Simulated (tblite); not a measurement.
# C2H8Ge2N4O: the cost of one run

The runs use tblite 0.8.0 and PySCF 2.14.0, with density-fitted response routines of our own; the level of theory stands in each step. All values are computed, except where a source is named. Atoms are numbered from 0 throughout.

### 1 The molecule as given

17 atoms, charge 0, multiplicity 1; geometry from: force field or distance geometry start.

Bonds of the start (Å): N0–C1 1.16, C1–Ge2 1.91, Ge2–N3 1.87, N3–C4 1.44, C4–O5 1.25, Ge2–N6 1.85, N6–Ge7 1.87, Ge7–N8 1.85, Ge2–H9 1.55, N3–H10 1.06, C4–H11 1.09, N6–H12 1.06, Ge7–H13 1.54, Ge7–H14 1.56, N8–H15 1.04, N8–H16 1.06.

### 2 Geometry optimisation with GFN2-xTB

Job settings and geometry (Å):

```
{"job": {"kind": "relax", "xc": "GFN2-xTB", "basis": "xTB"}, "charge": 0, "multiplicity": 1}
N      0.537100     1.753400    -2.247500
C     -0.022900     0.882700    -1.714800
Ge    -0.919800    -0.540600    -0.815400
N     -2.434400     0.142100     0.045100
C     -2.407600     0.605200     1.404900
O     -1.369600     0.608600     2.102000
N      0.269600    -1.377600     0.335300
Ge     1.981900    -0.883800    -0.225500
N      2.546000     0.533900     0.825300
H     -1.346600    -1.600600    -1.869900
H     -3.345500     0.158000    -0.488700
H     -3.352400     0.970800     1.795500
H      0.118900    -1.049800     1.331000
H      2.996300    -2.039400    -0.148100
H      1.847600    -0.419100    -1.712300
H      3.162400     1.130500     0.243700
H      1.732300     1.137700     1.129600
```

The run is started by

```console
OMP_NUM_THREADS=1 python probes_run.py task.json out
```

One launch serves the whole session: the jobs run in the order shown.

**Question.** How long does this first job take on 1 thread of Intel Xeon at 2.50GHz, shared host, and how much memory does it need?

About 7.6 s, with a peak of 0.18 GiB.
